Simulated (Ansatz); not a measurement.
# CH7BSi2: how energies converge with the basis set

The task here is to estimate one member of a computed series from the others.

Computed with Ansatz 0.2.0, Gaussian basis. Level: one geometry, several basis sets.

Plan: PBE0-D4/def2-SVP; ωB97M-V/def2-SVP; PBE0-D4/def2-QZVPP; ωB97M-V/def2-QZVPP; the functionals' def2-TZVPP values are taken from earlier runs.

**The geometry**

An earlier PBE0-D4 in a triple-zeta def2 set relaxation fixed the geometry.

SMILES `BC1[SiH2][SiH2]1`, 11 atoms, charge 0, spin multiplicity 1.

Atoms are counted from 1 here; the program's logs count them from 0.

Bond lengths: B1–C2 1.509 Å, B1–H5 1.198 Å, B1–H6 1.203 Å, C2–Si3 1.878 Å, C2–Si4 1.972 Å, C2–H7 1.089 Å, Si3–Si4 2.236 Å, Si3–H8 1.480 Å, Si3–H9 1.478 Å, Si4–H10 1.479 Å, Si4–H11 1.481 Å. Angles: C2–B1–H5 121.1°, C2–B1–H6 120.1°, H5–B1–H6 118.8°, B1–C2–Si3 120.7°, B1–C2–Si4 95.1°, B1–C2–H7 118.8°, Si3–C2–Si4 71.0°, Si3–C2–H7 119.6°, Si4–C2–H7 113.1°, C2–Si3–Si4 56.5°, C2–Si3–H8 115.6°, C2–Si3–H9 117.1°, Si4–Si3–H8 117.9°, Si4–Si3–H9 123.1°, H8–Si3–H9 114.1°, C2–Si4–Si3 52.6°, C2–Si4–H10 116.4°, C2–Si4–H11 111.8° and more.

The first run:

in.yaml

```yaml
crystal:
  periodic: [false, false, false]
  atoms:
    - {symbol: B, position_ang: [-0.775000, 1.351717, -0.300851]}
    - {symbol: C, position_ang: [-0.791349, -0.131631, -0.022764]}
    - {symbol: Si, position_ang: [0.304553, -0.867577, 1.313640]}
    - {symbol: Si, position_ang: [0.999938, -0.471364, -0.774572]}
    - {symbol: H, position_ang: [-1.530964, 1.840855, -1.091450]}
    - {symbol: H, position_ang: [0.036877, 2.057002, 0.237705]}
    - {symbol: H, position_ang: [-1.568373, -0.742906, -0.478387]}
    - {symbol: H, position_ang: [0.002228, -2.266937, 1.688091]}
    - {symbol: H, position_ang: [0.648342, 0.002871, 2.458031]}
    - {symbol: H, position_ang: [1.765716, 0.715526, -1.214670]}
    - {symbol: H, position_ang: [0.973135, -1.544559, -1.794175]}
basis:
  gaussian: {orbitals: def2-SVP}
hamiltonian: {xc: pbe0, dispersion: d4}
output: {orbitals: {seedname: orbitals}}
```

The run is started by

```
> ansatz run in.yaml --threads 2 --pin off --events-out ev --progress --plain --max-ram 4352MiB
```

Steps of the session up to this table: PBE0-D4 in def2-SVP; ωB97M-V in def2-SVP; PBE0-D4 in def2-QZVPP; ωB97M-V in def2-QZVPP.

One of the session's tables, all rows but one given; the rest of the session is left out.

It belongs to the step «Functionals by basis». 

| functional | basis | HOMO (eV) |
| --- | --- | --- |
| PBE0-D4 | def2-SVP | ? |
| PBE0-D4 | def2-TZVPP | -7.00 |
| PBE0-D4 | def2-QZVPP | -7.00 |
| ωB97M-V | def2-SVP | -8.99 |
| ωB97M-V | def2-TZVPP | -8.99 |
| ωB97M-V | def2-QZVPP | -9.00 |

Q: Estimate the row for PBE0-D4, def2-SVP from the others.

As computed: HOMO (eV): -7.03. In the column «HOMO (eV)» it lies between ωB97M-V, def2-TZVPP (-8.99) and PBE0-D4, def2-TZVPP (-7.00).
